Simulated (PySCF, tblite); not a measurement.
**C5H9ClSi: geometry, infrared bands and NMR shifts**

Aim: predict the infrared bands and NMR shifts of C5H9ClSi (`CCC1=C[C@@H](Cl)[SiH2]1`).

The runs use tblite 0.8.0 and PySCF 2.14.0, with density-fitted response routines of our own; the level of theory stands in each step. All values are computed, except where a source is named. Atoms are numbered from 0 throughout.

## 1. Starting geometry

16 atoms, charge 0, multiplicity 1; geometry from: force field or distance geometry start.

Bonds of the start (Å): C0–C1 1.52, C1–C2 1.50, C2–C3 1.30, C3–C4 1.45, C4–Cl5 1.79, C4–Si6 1.80, Si6–C2 1.82, C0–H7 1.11, C0–H8 1.12, C0–H9 1.09, C1–H10 1.09, C1–H11 1.09, C3–H12 1.13, C4–H13 1.15, Si6–H14 1.47, Si6–H15 1.49.

## 2. Optimising the geometry with GFN2-xTB

The job: settings as JSON, then the geometry in Å.

```
{"job": {"kind": "relax", "xc": "GFN2-xTB", "basis": "xTB"}, "charge": 0, "multiplicity": 1}
C      2.076900    -0.255900     0.639300
C      0.777300    -0.961700     1.007200
C     -0.243600    -0.328800     0.108900
C     -1.047200    -0.768500    -0.812000
C     -1.742900     0.426800    -1.235900
Cl    -3.519800     0.407800    -1.035600
Si    -0.784800     1.397900    -0.057400
H      2.082300    -0.004400    -0.437700
H      2.149800     0.722900     1.168900
H      2.915200    -0.915400     0.885100
H      0.899900    -2.014600     0.740600
H      0.427100    -0.748000     2.021200
H     -1.188700    -1.829800    -1.167900
H     -1.461700     0.595900    -2.342400
H      0.219400     2.342200    -0.582100
H     -1.566800     1.942600     1.088400
```

Command:

```sh
$ OMP_NUM_THREADS=1 python probes_run.py task.json out
```

One launch serves the whole session: the jobs run in the order shown.

**Question.** This job is followed by: GFN2-xTB harmonic vibrations, gas phase; GIAO PBE0/pcSseg-1 NMR shielding, non-relativistic, gas phase. What will the session give for the following? strongest single infrared mode (GFN2-xTB); zero-point energy (GFN2-xTB); ¹³C shifts against TMS (PBE0/pcSseg-1); ¹H shifts against TMS (PBE0/pcSseg-1, means over atoms taken as alike); ³⁵Cl shifts against HCl (PBE0/pcSseg-1); ²⁹Si shifts against TMS (PBE0/pcSseg-1); surface potential, 1st and 99th percentile.

**Answer**, as computed:

```
                                                              quantity                                         value
                             strongest single infrared mode (GFN2-xTB)                         2273 cm⁻¹, 350 km/mol
                                          zero-point energy (GFN2-xTB)                                 75.6 kcal/mol
                                ¹³C shifts against TMS (PBE0/pcSseg-1)            166.1, 156.3, 49.8, 31.8, 17.0 ppm
¹H shifts against TMS (PBE0/pcSseg-1, means over atoms taken as alike)  6.85, 5.21, 4.78, 4.28, 2.30, 2.22, 1.02 ppm
                               ³⁵Cl shifts against HCl (PBE0/pcSseg-1)                                       138 ppm
                               ²⁹Si shifts against TMS (PBE0/pcSseg-1)                                     -30.6 ppm
                                 surface potential, 1st and 99th percentile                            -0.90 V and 1.42 V
```

What this shows: Relaxing lowered the energy by 0.793 eV in 69 steps; the close pair that moved most is C4–Si6, from 1.803 to 1.943 Å. All 42 modes are real, so the xTB geometry is a minimum. The strongest single mode, at 2273 cm⁻¹, moves mainly H14. GFN2-xTB is a fitted tight-binding method: band positions and strengths are rough. Its intensities can rank the bands wrongly. The most deshielded hydrogen is H12 (hydrogen on an alkene CH), at 6.85 ppm: attached to an sp2 carbon and in the plane of the double bond. At PBE0/pcSseg-1: The widest tensor belongs to Cl5: span 446 ppm, with a paramagnetic part of -334 ppm. At PBE0/pcSseg-1, counted by nearest atom on the grid, the HOMO lies on Cl5 38 %; C2, C3, C4 about 12 % each, the LUMO on C2, C3 about 29 % each; Cl5 7 %.
